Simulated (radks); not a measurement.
# Nuclear size and the levels of Zr⁺

The task here is to estimate one member of a computed series from the others.

Method: Dirac Kohn-Sham, relativistic LDA (MacDonald-Vosko exchange, VWN5 correlation), spin-unpolarised, spherical densities, finite nucleus; open shells are shared between the two j in proportion to 2j + 1. Code: radks (a radial shooting solver on a logarithmic mesh, Libxc functionals) version 1.

**What is computed**

```
element            : zirconium (Z = 40)
charge             : +1
electrons          : 39
configuration      : [Kr] 4d2 5s1
nuclear rms radius : 4.2694 fm
```

The outer shells:

Zr⁺
```
[Kr] core
4d [↑ ][↑ ][  ][  ][  ]
5s [↑ ]
```

The first run:

The run's settings:

```text
Z 40
configuration [Kr] 4d2 5s1 5p0 6s0
relativity Dirac
functional lda_x_rel,vwn5
spin unpolarised
j_filling average
nucleus finite rms 4.2694 fm
c 137.035999084
```

Steps of the session up to this table: rms radius 4.2694 fm.

One table of the session follows, with a row left open; its other results are not shown here.

Radial moments (bohr):

```
level    <r>  outermost maximum (interpolated)  90 % within  nodes
4p1/2  1.347                              1.16         2.01      2
4p3/2  1.379                              1.19         2.05      2
4d3/2      ?                                 ?            ?      ?
5s1/2  3.396                              2.98         4.95      4
4d5/2  2.148                              1.60         3.46      1
5p1/2  4.161                              3.63         6.10      3
5p3/2  4.240                              3.70         6.21      3
6s1/2  7.839                              7.26         11.2      5
```

Estimate the missing values for 4d3/2.

The run gave: <r>: 2.128; outermost maximum (interpolated): 1.59; 90 % within: 3.43; nodes: 1. In the column «<r>» it lies between 4p3/2 (1.379) and 4d5/2 (2.148).
